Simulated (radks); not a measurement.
# The Coulomb parameter U of the 5d shell of Ta

One table from this session's results is given with a row withheld; the runs are named, their logs left out.

Method: scalar-relativistic Kohn-Sham, PBE, spin-unpolarised, spherical densities, point nucleus. Code: radks (a radial shooting solver on a logarithmic mesh, Libxc functionals) version 1.

### Starting point

- element: tantalum (Z = 73)
- charge: 0
- electrons: 73
- configuration: [Xe] 4f14 5d1 6s2 6p2

The outer shells:

Ta
```
[Xe] core
4f [↑↓][↑↓][↑↓][↑↓][↑↓][↑↓][↑↓]
5d [↑ ][  ][  ][  ][  ]
6s [↑↓]
6p [↑ ][↑ ][  ]
```

Set-up of the first run:

Input:

```text
Z 73
configuration [Xe] 4f14 5d1 6s2 6p2
relativity scalar-relativistic
functional pbe,pbe
spin unpolarised
nucleus point
c 137.035999084
```

Among the steps run: Start: [Xe] 4f14 5d1 6s2 6p2.

One of the session's tables, all rows but one given; the rest of the session is left out.

Radial moments (bohr):

| level | <r> | outermost maximum (interpolated) | 90 % within | nodes |
| --- | --- | --- | --- | --- |
| 4p | 0.4877 | 0.450 | 0.709 | 2 |
| 4d | 0.5232 | 0.461 | 0.785 | 1 |
| 5s | 1.094 | 0.987 | 1.57 | 4 |
| 5p | 1.275 | 1.12 | 1.86 | 3 |
| 4f | 0.6370 | 0.441 | 1.07 | 0 |
| 5d | 1.946 | 1.50 | 3.05 | 2 |
| 6s | 2.986 | 2.60 | 4.36 | 5 |
| 6p | ? | ? | ? | ? |

**Question.** Estimate the row for 6p.

**Answer.** <r>: 4.043; outermost maximum (interpolated): 3.37; 90 % within: 6.05; nodes: 4. In the column «<r>» it is the highest.
